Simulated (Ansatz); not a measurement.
# Ni (fcc type): the cost of one run

Computed with Ansatz 0.2.0 (DFT PBEsol, with the methods named in each step, unless a step's input says otherwise).

## 1. The structure to begin with

The structure is cubic, space group Fm-3m (No. 225). The conventional cell has a = 3.463 Å, b = 3.463 Å, c = 3.463 Å, α = 90.00°, β = 90.00°, γ = 90.00°. Ni (site symmetry m-3m) is surrounded by 12 Ni at 2.45 Å.

Coordinates:

```
CELL_PARAMETERS angstrom
0.00000 1.73161 1.73161
1.73161 0.00000 1.73161
1.73161 1.73161 0.00000
ATOMIC_POSITIONS crystal
Ni 0.00000 0.00000 0.00000
```

Whether this phase is the stable one at these pressures isn't tested.

## 2. The reference volume, LAPW

File input.yaml:

```yaml
crystal:
  lattice:
    - [0.0, 1.7316111335, 1.7316111335]
    - [1.7316111335, 0.0, 1.7316111335]
    - [1.7316111335, 1.7316111335, 0.0]
  atoms:
    - { symbol: Ni, position: [0.0, 0.0, 0.0], spin: 1.0 }
magnetization:
  spin_polarized: true
kpoints:
  mp_grid: { grid: [20, 20, 20] }
  band_path:
    path:
      - [0.0, 0.0, 0.0]
      - [0.5, 0.0, 0.5]
      - [0.625, 0.25, 0.625]
      - [0.375, 0.375, 0.75]
      - [0.0, 0.0, 0.0]
      - [0.5, 0.5, 0.5]
      - [0.5, 0.25, 0.75]
      - [0.5, 0.0, 0.5]
    npoints: 14
scf:
  occupations: { method: fermi_dirac, width: 0.05 }
hamiltonian:
  xc: pbesol
  pseudopotentials: { kind: all_electron, lapw: { basis_error: 0.001 } }
output:
  forces: true
  stress: true
  eigenvalues: true
  populations: true
  dos: { projected: true, de: 0.2, e_range: [-14, 8] }
```

The run is started by

```console
ansatz run input.yaml --threads 1 --pin off --max-ram 3072MiB --backend cpu --events-out ev --progress --plain --runs-dir out
```

Q: Estimate wall time and peak memory on 1 thread of AMD EPYC 7R43 (Zen 3), shared host.

About 37 s, with a peak of 0.59 GiB.
